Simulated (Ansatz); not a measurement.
From input file to script: FGe₂H₄, SMILES [F][GeH][GeH3] in Ansatz 0.2.0.

```yaml
crystal:
  periodic: [false, false, false]
  atoms:
    - { symbol: F, position_ang: [-2.0872, -1.3608, 0.4249] }
    - { symbol: Ge, position_ang: [-0.5039, -1.3541, -0.2259] }
    - { symbol: Ge, position_ang: [0.3717, 0.8665, -0.2334] }
    - { symbol: H, position_ang: [0.4546, -2.258, 0.6575] }
    - { symbol: H, position_ang: [-0.4744, 1.7768, -1.1218] }
    - { symbol: H, position_ang: [0.4249, 1.4251, 1.2303] }
    - { symbol: H, position_ang: [1.8756, 0.8366, -0.7774] }
basis:
  gaussian:
    orbitals: def2-SVP
hamiltonian:
  xc: cam_b3lyp
magnetization:
  spin_polarized: true
  initial_magnetization: 1.0
relax:
  f_tol: 0.02
```

`fge2h4.py`
```python
# -*- coding: utf-8 -*-
import itertools

import ansatz as az
from ase.data import atomic_numbers, covalent_radii
import numpy as np

GEOMETRY = """
F    -2.08720   -1.36080    0.42490
Ge   -0.50390   -1.35410   -0.22590
Ge    0.37170    0.86650   -0.23340
H     0.45460   -2.25800    0.65750
H    -0.47440    1.77680   -1.12180
H     0.42490    1.42510    1.23030
H     1.87560    0.83660   -0.77740
"""

geometry = az.Crystal.molecule()
for line in GEOMETRY.strip().splitlines():
    symbol, *xyz = line.split()
    geometry = geometry.atom(symbol, [float(v) for v in xyz])

model = geometry.calculation()
model = model.basis(gaussian="def2-SVP")
model = model.functional("CAM-B3LYP").spin("collinear", total=1)
symbols = [site.symbol for site in geometry.cartesian_sites]
start = np.array([site.position_ang for site in geometry.cartesian_sites], dtype=float)
def progress(event):
    if event["event"] == "relax_step":
        row = event["data"]
        print(f"step {row['step']:3d}  E = {row['lagrangian_ev']:.6f} eV  largest force component {row['allowed_force_max_ev_ang']:.4f} eV/A")


report = model.relax(force_tolerance=0.02).session().plan().execute(on_event=progress).report
end = np.array(report["positions_ang"])

print(f"E = {report['free_energy_ev']:.6f} eV = {report['free_energy_ev'] / 27.211386246:.7f} Ha")
print("converged:", report["converged"], " doubts:", report["published_state_doubts"] or "none")

radius = [covalent_radii[atomic_numbers[s]] for s in symbols]
span = lambda where, i, j: np.linalg.norm(where[i] - where[j])
bonded = [(i, j) for i, j in itertools.combinations(range(len(symbols)), 2) if min(span(start, i, j), span(end, i, j)) < 1.2 * (radius[i] + radius[j])]
print("pair        before    after (A)")
for i, j in bonded:
    print(f"{symbols[i]}{i}-{symbols[j]}{j}".ljust(10), f"{span(start, i, j):8.4f} {span(end, i, j):8.4f}")
```

```console
$ python fge2h4.py
step   1  E = -115807.575917 eV  largest force component 1.3930 eV/A
step   2  E = -115807.660908 eV  largest force component 0.3456 eV/A
step   3  E = -115807.679307 eV  largest force component 0.5695 eV/A
step   4  E = -115807.690317 eV  largest force component 0.1640 eV/A
step   5  E = -115807.697923 eV  largest force component 0.0326 eV/A
step   6  E = -115807.698269 eV  largest force component 0.0378 eV/A
step   7  E = -115807.698116 eV  largest force component 0.0477 eV/A
step   8  E = -115807.698463 eV  largest force component 0.0122 eV/A
E = -115807.698585 eV = -4255.8544257 Ha
converged: True  doubts: none
pair        before    after (A)
F0-Ge1       1.7118   1.7515
Ge1-Ge2      2.3870   2.4474
Ge1-H3       1.5862   1.5551
Ge2-H4       1.5277   1.5326
Ge2-H5       1.5676   1.5365
Ge2-H6       1.5995   1.5355
```

Notes:
- Total energies depend on the basis set; only differences at equal settings carry meaning.
- The end point is the stationary point reached from this start; no frequency run checks that it is a minimum, and the basis set is modest.
- The run takes the species as open-shell (spin multiplicity 2), which needn't be its ground state.
- Run time: 74 s on 1 thread of Arm Neoverse V2, on a shared host, peak memory 0.47 GiB.

(Lines on the test bed's own set-up are left out of the output.)
